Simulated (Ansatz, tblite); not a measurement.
# Ge(NH2)Me3 (C₃H₁₁GeN): a ladder of methods and basis sets

Aim: run the singlet of Ge(NH2)Me3 (C₃H₁₁GeN) at one geometry on many levels, and compare frontier levels, spin and run time.

Computed with Ansatz 0.2.0, Gaussian basis. Level: as each input shows.

Levels to be run: GFN1-xTB, GFN2-xTB, PBE-D4/def2-TZVP, r2SCAN-D4/def2-TZVP, B2PLYP/def2-TZVP, B3LYP-D4/def2-TZVP, PBE-QIDH/def2-TZVP, PBE-D4/def2-SVP, PBE0-D4/def2-SVP, CCSD(T)/def2-SVP, MP2/def2-TZVP.

2 further runs of the same task are left out: 2 set aside as unsound or not needed. Runs told in other sessions of the task aren't counted.

## Step 1: The structure

The singlet was relaxed beforehand with PBE-D4/def2-SVP.

16 atoms, charge 0, spin multiplicity 1.

Bond lengths: C1–Ge4 1.965 Å, C1–H8 1.108 Å, C1–H9 1.108 Å, C1–H10 1.109 Å, C2–Ge4 1.979 Å, C2–H11 1.109 Å, C2–H12 1.109 Å, C2–H13 1.109 Å, C3–Ge4 1.965 Å, C3–H14 1.109 Å, C3–H15 1.108 Å, C3–H16 1.108 Å, Ge4–N5 1.870 Å, N5–H6 1.028 Å, N5–H7 1.028 Å. Angles: Ge4–C1–H8 110.6°, Ge4–C1–H9 110.0°, Ge4–C1–H10 111.0°, H8–C1–H9 108.7°, H8–C1–H10 108.0°, H9–C1–H10 108.4°, Ge4–C2–H11 110.5°, Ge4–C2–H12 110.8°, Ge4–C2–H13 110.8°, H11–C2–H12 108.2°, H11–C2–H13 108.2°, H12–C2–H13 108.3°, Ge4–C3–H14 111.0°, Ge4–C3–H15 110.1°, Ge4–C3–H16 110.6°, H14–C3–H15 108.4°, H14–C3–H16 108.0°, H15–C3–H16 108.7° and more.

PBE0-D4/def2-TZVP was run before; its log isn't repeated, and its numbers join the tables.

## Step 2: GFN1-xTB

Tight binding, by tblite at 300 K electronic temperature and without a spin-polarisation term:

```python
tblite.interface.Calculator('GFN1-xTB', numbers, positions, charge=0, uhf=0).singlepoint()
```

Energy -466.2323 eV, HOMO -10.87 eV, LUMO -4.32 eV; 0.006 s.

## Step 3: GFN2-xTB

Tight binding, by tblite at 300 K electronic temperature and without a spin-polarisation term:

```python
tblite.interface.Calculator('GFN2-xTB', numbers, positions, charge=0, uhf=0).singlepoint()
```

Energy -458.6856 eV, HOMO -10.10 eV, LUMO -2.51 eV; 0.004 s.

## Step 4: PBE-D4/def2-TZVP

start.molden holds the orbitals of an earlier run on this state, given as this run's starting guess.

The input, in.yaml:

```yaml
crystal:
  periodic: [false, false, false]
  atoms:
    - {symbol: C, position_ang: [1.875965, -0.015144, -0.494634]}
    - {symbol: C, position_ang: [-0.914774, 1.605659, -0.470037]}
    - {symbol: C, position_ang: [-0.938184, -1.621420, -0.507441]}
    - {symbol: Ge, position_ang: [0.016380, -0.030614, 0.140329]}
    - {symbol: N, position_ang: [0.110334, -0.209216, 1.999519]}
    - {symbol: H, position_ang: [-0.819517, -0.238521, 2.436906]}
    - {symbol: H, position_ang: [0.613774, 0.570294, 2.441832]}
    - {symbol: H, position_ang: [1.909340, 0.017557, -1.601890]}
    - {symbol: H, position_ang: [2.402337, -0.926640, -0.150019]}
    - {symbol: H, position_ang: [2.420134, 0.870188, -0.108575]}
    - {symbol: H, position_ang: [-0.936495, 1.649298, -1.578316]}
    - {symbol: H, position_ang: [-0.399518, 2.514123, -0.098406]}
    - {symbol: H, position_ang: [-1.960626, 1.624338, -0.102937]}
    - {symbol: H, position_ang: [-1.975536, -1.648279, -0.117360]}
    - {symbol: H, position_ang: [-0.415849, -2.539507, -0.174387]}
    - {symbol: H, position_ang: [-0.987757, -1.622115, -1.614575]}
basis:
  gaussian: {orbitals: def2-TZVP, initial_orbitals: start.molden}
hamiltonian: {xc: pbe, dispersion: d4}
scf: {omitted_lower_state_checks: [starts]}
output: {forces: true, orbitals: {seedname: orbitals}}
```

Started as:

```bash
$ ansatz run in.yaml --threads 4 --pin off --events-out ev --progress --plain --max-ram 4787MiB
```

Further steps of the session: r2SCAN-D4/def2-TZVP; B2PLYP/def2-TZVP; B3LYP-D4/def2-TZVP; PBE-QIDH/def2-TZVP; PBE-D4/def2-SVP; PBE0-D4/def2-SVP; CCSD(T)/def2-SVP; MP2/def2-TZVP.

Q: Predict the results of all the runs planned. Wanted: gap in def2-TZVP, named functionals, smallest and largest; correlation energy, CCSD(T)/def2-SVP; correlation energy, MP2/def2-TZVP; binding an atom, CCSD(T)/def2-SVP; PBE0 total energy, smallest basis above largest.

**Answer**, as computed:

```
                                                 quantity                                value
gap in def2-TZVP, named functionals, smallest and largest  5.38 eV (PBE-D4), 7.57 eV (PBE0-D4)
                     correlation energy, CCSD(T)/def2-SVP                            -25.34 eV
                        correlation energy, MP2/def2-TZVP                            -26.98 eV
                        binding an atom, CCSD(T)/def2-SVP                             3.563 eV
          PBE0 total energy, smallest basis above largest       12.49 eV (def2-SVP, def2-TZVP)
```

**Reading.** Orbital gaps of the named functionals in def2-TZVP span 5.38 eV (PBE-D4) to 7.57 eV (PBE0-D4); exact exchange widens it. The functionals in def2-TZVP miss CCSD(T)/def2-SVP by +0.184 (r2SCAN-D4) to +0.231 eV (PBE-D4) an atom. The yardstick is in a double-zeta basis, so levels in larger sets aren't compared like for like. CCSD(T)/def2-SVP isn't at the basis-set limit; small misses against it rank nothing.
